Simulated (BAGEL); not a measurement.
# HF/STO-3G (density fitting with qzvpp-jkfit) run of [BF4]− (SMILES F[B-](F)(F)F)

Aim: the energy change on altering one bond length of [BF4]− at HF/STO-3G (density fitting with qzvpp-jkfit), from 2 runs. 

The calculation is run with BAGEL 1.2.2.

3 further runs of the same task are left out: 1 that didn't finish, 2 set aside as unsound or not needed.

## (1) Starting point

The species is [BF4]− (5 atoms), meant as a singlet with charge -1. SMILES: `F[B-](F)(F)F`. The shape is that of a GFN2-xTB optimisation.

Bond lengths: B1–F2 1.390 Å, B1–F3 1.390 Å, B1–F4 1.390 Å, B1–F5 1.390 Å. Angles: F2–B1–F3 109.5°, F2–B1–F4 109.4°, F2–B1–F5 109.5°, F3–B1–F4 109.4°, F3–B1–F5 109.5°, F4–B1–F5 109.5°.

## (2) The energy at HF/STO-3G (density fitting with qzvpp-jkfit)

Input file input.json:

```json
{ "bagel": [

{
  "title": "molecule",
  "basis": "sto-3g",
  "df_basis": "qzvpp-jkfit",
  "angstrom": true,
  "geometry": [
    { "atom": "B", "xyz": [       0.000220,      -0.000290,      -0.000010 ] },
    { "atom": "F", "xyz": [       0.010510,      -0.018630,       1.389730 ] },
    { "atom": "F", "xyz": [       1.306820,       0.011170,      -0.473790 ] },
    { "atom": "F", "xyz": [      -0.662480,       1.138520,      -0.442770 ] },
    { "atom": "F", "xyz": [      -0.655070,      -1.130770,      -0.473170 ] }
  ]
},

{ "title": "hf", "charge": -1 },

{ "title": "print", "file": "orbitals.molden", "orbitals": true }

]}
```

Started as:

```console
BAGEL_NUM_THREADS=1 BAGEL input.json > input.out
```

The log of the run:

```text
* using 1 threads per process

  ===============================================================
  ===============================================================

  *** Geometry ***

  { "atom" : "B", "xyz" : [      0.000416,     -0.000548,     -0.000019 ] },
  { "atom" : "F", "xyz" : [      0.019861,     -0.035206,      2.626209 ] },
  { "atom" : "F", "xyz" : [      2.469532,      0.021108,     -0.895333 ] },
  { "atom" : "F", "xyz" : [     -1.251906,      2.151491,     -0.836714 ] },
  { "atom" : "F", "xyz" : [     -1.237903,     -2.136846,     -0.894162 ] },

  Number of auxiliary basis functions:      383

  Since a DF basis is specified, we compute 2- and 3-index integrals:
    o Being stored without compression. Storage requirement is 0.002 GB

  Number of basis functions:       25
  Number of electrons      :       41

    * METHOD: MOLECULE                             0.09

  *** RHF ***

  === Nuclear Repulsion ===
   181.8453382141

      * DIIS with orbital gradients will be used.

  === RHF iteration (sto-3g) ===
      0       -416.50800104          0.02466292           0.01
      1       -416.61229571          0.00316173           0.01
      2       -416.61444965          0.00074774           0.01
      3       -416.61466493          0.00009637           0.01
      4       -416.61466841          0.00000837           0.01
      5       -416.61466843          0.00000062           0.01
      6       -416.61466843          0.00000005           0.01
      7       -416.61466843          0.00000001           0.01
    * SCF iteration converged.

    * Permanent dipole moment:
           (   -0.000618,     0.000968,     0.000043) a.u.

    * METHOD: HF                                   0.12

    * METHOD: PRINT                                0.00

  ===============================================================
```

It took 0.34 s on 1 thread of Arm Neoverse V1, shared host.

## (3) The distorted shape at the same level

Input file input.json:

```json
{ "bagel": [

{
  "title": "molecule",
  "basis": "sto-3g",
  "df_basis": "qzvpp-jkfit",
  "angstrom": "true",
  "geometry": [
    { "atom": "B", "xyz": [       0.199031,      -0.341935,       0.132819 ] },
    { "atom": "F", "xyz": [       0.209321,      -0.360275,       1.522559 ] },
    { "atom": "F", "xyz": [       1.505631,      -0.330475,      -0.340961 ] },
    { "atom": "F", "xyz": [      -0.662480,       1.138520,      -0.442770 ] },
    { "atom": "F", "xyz": [      -0.456259,      -1.472415,      -0.340341 ] }
  ]
},

{
  "title": "hf",
  "charge": -1
},

{
  "title": "print",
  "file": "orbitals.molden",
  "orbitals": "true"
}

]}
```

Started as:

```console
BAGEL_NUM_THREADS=1 BAGEL input.json > input.out
```

The log of the run:

```text
* using 1 threads per process

  ===============================================================
  ===============================================================

  *** Geometry ***

  { "atom" : "B", "xyz" : [      0.376114,     -0.646164,      0.250992 ] },
  { "atom" : "F", "xyz" : [      0.395559,     -0.680821,      2.877220 ] },
  { "atom" : "F", "xyz" : [      2.845230,     -0.624507,     -0.644323 ] },
  { "atom" : "F", "xyz" : [     -1.251906,      2.151491,     -0.836714 ] },
  { "atom" : "F", "xyz" : [     -0.862205,     -2.782461,     -0.643151 ] },

  Number of auxiliary basis functions:      383

  Since a DF basis is specified, we compute 2- and 3-index integrals:
    o Being stored without compression. Storage requirement is 0.002 GB

  Number of basis functions:       25
  Number of electrons      :       41

    * METHOD: MOLECULE                             0.09

  *** RHF ***

  === Nuclear Repulsion ===
   170.2920949672

      * DIIS with orbital gradients will be used.

  === RHF iteration (sto-3g) ===
      0       -416.38491024          0.02812352           0.01
      1       -416.53313729          0.00516507           0.01
      2       -416.53795104          0.00094771           0.01
      3       -416.53826532          0.00012136           0.01
      4       -416.53826996          0.00002077           0.01
      5       -416.53827012          0.00000380           0.01
      6       -416.53827012          0.00000068           0.01
      7       -416.53827012          0.00000009           0.01
      8       -416.53827012          0.00000002           0.01
      9       -416.53827012          0.00000000           0.01
    * SCF iteration converged.

    * Permanent dipole moment:
           (   -0.220835,     0.379386,    -0.147141) a.u.

    * METHOD: HF                                   0.13

    * METHOD: PRINT                                0.00

  ===============================================================
```

It took 0.34 s on 1 thread of Arm Neoverse V1, shared host.

## (4) Results

At HF/STO-3G (density fitting with qzvpp-jkfit):

| quantity | value |
| --- | --- |
| first shape: total energy | -416.61467 Eh |
| first shape: HOMO energy | -2.69 eV |
| first shape: LUMO energy | 28.76 eV |
| first shape: HOMO–LUMO gap (to an unbound level, set by the basis) | 31.44 eV |
| distorted shape: total energy | -416.53827 Eh |
| distorted shape: HOMO energy | -0.81 eV |
| distorted shape: LUMO energy | 20.43 eV |
| distorted shape: HOMO–LUMO gap (to an unbound level, set by the basis) | 21.24 eV |
| energy change with the B1–F4 bond stretched from 1.390 to 1.807 Å | 2.079 eV |

What this shows: With the B1–F4 bond stretched from 1.390 to 1.807 Å the energy rises by 2.08 eV (201 kJ/mol). The first shape isn't relaxed at this level, so the change isn't measured from a minimum. The minimal basis adds a large error of its own.
